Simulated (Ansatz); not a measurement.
Write a Python script for the Ansatz DFT code, driven from Python that makes an atomisation energy of H₆Si₂, SMILES [SiH3][SiH3]. Use (for the species named): MP2, def2-SVPD basis, multiplicity 1.

The script reads `h6si2.xyz`:
```text
8

Si   -0.30540    0.44500   -0.97080
Si    0.33490   -0.50510    0.97480
H     0.78070    0.94430   -1.80160
H    -1.06910   -0.45360   -1.81230
H    -1.20730    1.66810   -0.71900
H     1.12770    0.46780    1.80050
H     1.22080   -1.68550    0.69840
H    -0.79020   -0.93800    1.77420
```

`tae_h6si2.py`
```python
"""Atomisation energy of H6Si2 at the given geometry."""

from collections import Counter
from dataclasses import dataclass

import ansatz as az


@dataclass
class RunConfig:
    basis_set: str = "def2-SVPD"
    level: str = "mp2"


cfg = RunConfig()


def single_point(molecule, charge=0, unpaired=0):
    calc = (
        molecule.calculation()
        .basis(gaussian=cfg.basis_set)
        .correlation(cfg.level, electrons="valence")
    )
    if charge:
        calc = calc.charge(charge)
    if unpaired:
        calc = calc.spin("collinear", total=unpaired)
    report = calc.run(threads=1, pin="off").report
    if report["published_state_doubts"]:
        print("  doubts:", report["published_state_doubts"])
    return report["free_energy_ev"]

h6si2 = az.Crystal.molecule_from_extxyz("h6si2.xyz")

# unpaired electrons of the ground-state atoms
unpaired = {"Si": 2, "H": 1}
counts = Counter(site.symbol for site in h6si2.cartesian_sites)
atom_energy = {s: single_point(az.Crystal.molecule().atom(s, (0, 0, 0)), 0, unpaired[s]) for s in counts}
whole = single_point(h6si2, 0, 0)
for s, e in atom_energy.items():
    print(f"{s:2s} x{counts[s]}  {e:14.5f} eV")
print(f"H6Si2: {whole:.5f} eV")
split = sum(counts[s] * e for s, e in atom_energy.items()) - whole
print(f"atomisation energy (no zero-point term): {23.060548 * split:.1f} kcal/mol, {split / sum(counts.values()):.3f} eV an atom")
```

Running `python tae_h6si2.py` prints:
```text
Si x2     -7858.67695 eV
H  x6       -13.58606 eV
H6Si2: -15820.18149 eV
atomisation energy (no zero-point term): 491.4 kcal/mol, 2.664 eV an atom
```

491.4 kcal/mol from the electronic energies, without the zero-point term.

These settings explore the input space; basis and method may be short of convergence. The geometry is a force-field or estimated start, not a minimum of this method, and the basis set is short of its limit. All parts are taken at fixed geometry, without zero-point energy. In double-zeta sets correlated atomisation energies come out some 10 to 15 % low. It ran for 1.5 s on 1 thread of Arm Neoverse V1 (shared host), peak memory 0.21 GiB.
